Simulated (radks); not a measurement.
**The series with 50 electrons, Ce⁸⁺ to Os²⁶⁺**

Aim: how levels and radii change as the nucleus grows at a fixed number of electrons, each ion in its NIST ground configuration.

Method: Dirac Kohn-Sham, PBE, spin-unpolarised, spherical densities, finite nucleus; open shells fill j = l - 1/2 first. Code: radks (a radial shooting solver on a logarithmic mesh, Libxc functionals) version 1.

## (1) Starting point

| Item | Value |
| --- | --- |
| electrons | 50 |
| ions | Ce⁸⁺, Pr⁹⁺, Nd¹⁰⁺, Pm¹¹⁺, Sm¹²⁺, Eu¹³⁺, Gd¹⁴⁺, Tb¹⁵⁺, Dy¹⁶⁺, Ho¹⁷⁺, Er¹⁸⁺, Tm¹⁹⁺, Yb²⁰⁺, Lu²¹⁺, Hf²²⁺, Ta²³⁺, W²⁴⁺, Re²⁵⁺, Os²⁶⁺ |
| configuration | NIST ground configuration of each |

## (2) Ce⁸⁺, [Kr] 4d10 5s2 5p2

The run's settings:

```text
Z 58
configuration [Kr] 4d10 5s2 5p2 6s0 4f0
relativity Dirac
functional pbe,pbe
spin unpolarised
j_filling energy
nucleus finite rms 4.8771 fm
c 137.035999084
```

## (3) Pr⁹⁺, [Kr] 4d10 4f2 5s2

The run's settings:

```text
Z 59
configuration [Kr] 4d10 4f2 5s2 5p0 6s0
relativity Dirac
functional pbe,pbe
spin unpolarised
j_filling energy
nucleus finite rms 4.8919 fm
c 137.035999084
```

## (4) Nd¹⁰⁺, [Kr] 4d10 4f2 5s2

The run's settings:

```text
Z 60
configuration [Kr] 4d10 4f2 5s2 5p0 6s0
relativity Dirac
functional pbe,pbe
spin unpolarised
j_filling energy
nucleus finite rms 4.9123 fm
c 137.035999084
```

## (5) Pm¹¹⁺, [Kr] 4d10 4f2 5s2

The run's settings:

```text
Z 61
configuration [Kr] 4d10 4f2 5s2 5p0 6s0
relativity Dirac
functional pbe,pbe
spin unpolarised
j_filling energy
nucleus finite rms 4.962 fm
c 137.035999084
```

## (6) Sm¹²⁺, [Kr] 4d10 4f2 5s2

The run's settings:

```text
Z 62
configuration [Kr] 4d10 4f2 5s2 5p0 6s0
relativity Dirac
functional pbe,pbe
spin unpolarised
j_filling energy
nucleus finite rms 5.0819 fm
c 137.035999084
```

## (7) Eu¹³⁺, [Kr] 4d10 4f2 5s2

The run's settings:

```text
Z 63
configuration [Kr] 4d10 4f2 5s2 5p0 6s0
relativity Dirac
functional pbe,pbe
spin unpolarised
j_filling energy
nucleus finite rms 5.1115 fm
c 137.035999084
```

## (8) Gd¹⁴⁺, [Kr] 4d10 4f2 5s2

The run's settings:

```text
Z 64
configuration [Kr] 4d10 4f2 5s2 5p0 6s0
relativity Dirac
functional pbe,pbe
spin unpolarised
j_filling energy
nucleus finite rms 5.1569 fm
c 137.035999084
```

## (9) Tb¹⁵⁺, [Kr] 4d10 4f4

The run's settings:

```text
Z 65
configuration [Kr] 4d10 4f4 5s0 5p0
relativity Dirac
functional pbe,pbe
spin unpolarised
j_filling energy
nucleus finite rms 5.06 fm
c 137.035999084
```

## (10) Dy¹⁶⁺, [Kr] 4d10 4f4

The run's settings:

```text
Z 66
configuration [Kr] 4d10 4f4 5s0 5p0
relativity Dirac
functional pbe,pbe
spin unpolarised
j_filling energy
nucleus finite rms 5.2218 fm
c 137.035999084
```

## (11) Ho¹⁷⁺, [Kr] 4d10 4f4

The run's settings:

```text
Z 67
configuration [Kr] 4d10 4f4 5s0 5p0
relativity Dirac
functional pbe,pbe
spin unpolarised
j_filling energy
nucleus finite rms 5.2022 fm
c 137.035999084
```

## (12) Er¹⁸⁺, [Kr] 4d10 4f4

The run's settings:

```text
Z 68
configuration [Kr] 4d10 4f4 5s0 5p0
relativity Dirac
functional pbe,pbe
spin unpolarised
j_filling energy
nucleus finite rms 5.2516 fm
c 137.035999084
```

## (13) Tm¹⁹⁺, [Kr] 4d10 4f4

The run's settings:

```text
Z 69
configuration [Kr] 4d10 4f4 5s0 5p0
relativity Dirac
functional pbe,pbe
spin unpolarised
j_filling energy
nucleus finite rms 5.2256 fm
c 137.035999084
```

## (14) Yb²⁰⁺, [Kr] 4d10 4f4

The run's settings:

```text
Z 70
configuration [Kr] 4d10 4f4 5s0 5p0
relativity Dirac
functional pbe,pbe
spin unpolarised
j_filling energy
nucleus finite rms 5.3108 fm
c 137.035999084
```

## (15) Lu²¹⁺, [Kr] 4d10 4f4

The run's settings:

```text
Z 71
configuration [Kr] 4d10 4f4 5s0 5p0
relativity Dirac
functional pbe,pbe
spin unpolarised
j_filling energy
nucleus finite rms 5.37 fm
c 137.035999084
```

## (16) Hf²²⁺, [Kr] 4d10 4f4

The run's settings:

```text
Z 72
configuration [Kr] 4d10 4f4 5s0 5p0
relativity Dirac
functional pbe,pbe
spin unpolarised
j_filling energy
nucleus finite rms 5.347 fm
c 137.035999084
```

## (17) Ta²³⁺, [Kr] 4d10 4f4

The run's settings:

```text
Z 73
configuration [Kr] 4d10 4f4 5s0 5p0
relativity Dirac
functional pbe,pbe
spin unpolarised
j_filling energy
nucleus finite rms 5.3507 fm
c 137.035999084
```

## (18) W²⁴⁺, [Kr] 4d10 4f4

The run's settings:

```text
Z 74
configuration [Kr] 4d10 4f4 5s0 5p0
relativity Dirac
functional pbe,pbe
spin unpolarised
j_filling energy
nucleus finite rms 5.3658 fm
c 137.035999084
```

## (19) Re²⁵⁺, [Kr] 4d10 4f4

The run's settings:

```text
Z 75
configuration [Kr] 4d10 4f4 5s0 5p0
relativity Dirac
functional pbe,pbe
spin unpolarised
j_filling energy
nucleus finite rms 5.3698 fm
c 137.035999084
```

## (20) Os²⁶⁺, [Kr] 4d10 4f4

The run's settings:

```text
Z 76
configuration [Kr] 4d10 4f4 5s0 5p0
relativity Dirac
functional pbe,pbe
spin unpolarised
j_filling energy
nucleus finite rms 5.4126 fm
c 137.035999084
```

Before running it: what results should come out? Wanted: for each run, ion; E; ε(5s1/2, empty in some); ε(5p1/2, empty in some); ε(5p3/2, empty); ε(4f5/2, empty in some); ε(4f7/2, empty); <r>(4f7/2).

**Answer**, as computed:

| ion | E (hartree) | ε(5s1/2, empty in some) (eV) | ε(5p1/2, empty in some) (eV) | ε(5p3/2, empty) (eV) | ε(4f5/2, empty in some) (eV) | ε(4f7/2, empty) (eV) | <r>(4f7/2) (bohr) |
| --- | --- | --- | --- | --- | --- | --- | --- |
| Ce⁸⁺ | -8849.4028 | -136.50 | -118.14 | -114.02 | -111.28 | -110.83 | 0.8846 |
| Pr⁹⁺ | -9221.5086 | -152.36 | -133.19 | -128.65 | -125.32 | -124.83 | 0.8683 |
| Nd¹⁰⁺ | -9603.1622 | -175.22 | -154.62 | -149.33 | -152.72 | -152.12 | 0.8067 |
| Pm¹¹⁺ | -9993.6746 | -199.42 | -177.39 | -171.26 | -182.21 | -181.48 | 0.7560 |
| Sm¹²⁺ | -10393.0943 | -224.95 | -201.47 | -194.43 | -213.70 | -212.83 | 0.7133 |
| Eu¹³⁺ | -10801.5222 | -251.78 | -226.85 | -218.82 | -247.16 | -246.14 | 0.6765 |
| Gd¹⁴⁺ | -11219.0016 | -279.91 | -253.53 | -244.42 | -282.53 | -281.35 | 0.6443 |
| Tb¹⁵⁺ | -11646.0309 | -301.43 | -274.11 | -264.25 | -301.45 | -300.18 | 0.6371 |
| Dy¹⁶⁺ | -12082.3858 | -331.70 | -302.89 | -291.79 | -339.29 | -337.84 | 0.6095 |
| Ho¹⁷⁺ | -12528.1222 | -363.28 | -332.97 | -320.53 | -379.01 | -377.35 | 0.5847 |
| Er¹⁸⁺ | -12983.2300 | -396.16 | -364.36 | -350.46 | -420.59 | -418.71 | 0.5622 |
| Tm¹⁹⁺ | -13447.8531 | -430.36 | -397.04 | -381.57 | -464.01 | -461.88 | 0.5418 |
| Yb²⁰⁺ | -13921.9881 | -465.86 | -431.02 | -413.86 | -509.26 | -506.87 | 0.5230 |
| Lu²¹⁺ | -14405.7880 | -502.68 | -466.30 | -447.33 | -556.32 | -553.65 | 0.5057 |
| Hf²²⁺ | -14899.3870 | -540.83 | -502.90 | -481.97 | -605.19 | -602.21 | 0.4897 |
| Ta²³⁺ | -15402.8188 | -580.29 | -540.81 | -517.79 | -655.85 | -652.55 | 0.4748 |
| W²⁴⁺ | -15916.1918 | -621.09 | -580.04 | -554.78 | -708.30 | -704.64 | 0.4609 |
| Re²⁵⁺ | -16439.6282 | -663.23 | -620.60 | -592.94 | -762.53 | -758.50 | 0.4479 |
| Os²⁶⁺ | -16973.1924 | -706.72 | -662.49 | -632.27 | -818.53 | -814.10 | 0.4357 |

Between Ce⁸⁺ and Os²⁶⁺, 4f7/2 binds 7.35 times more strongly and its mean radius falls by a factor 2.03. 4f5/2 drops below 5s1/2 between Eu¹³⁺ and Gd¹⁴⁺. 4f5/2 drops below 5p1/2 between Nd¹⁰⁺ and Pm¹¹⁺. 4f7/2 drops below 5p1/2 between Nd¹⁰⁺ and Pm¹¹⁺. With rising charge the levels order more and more by their principal quantum number, as in hydrogen.
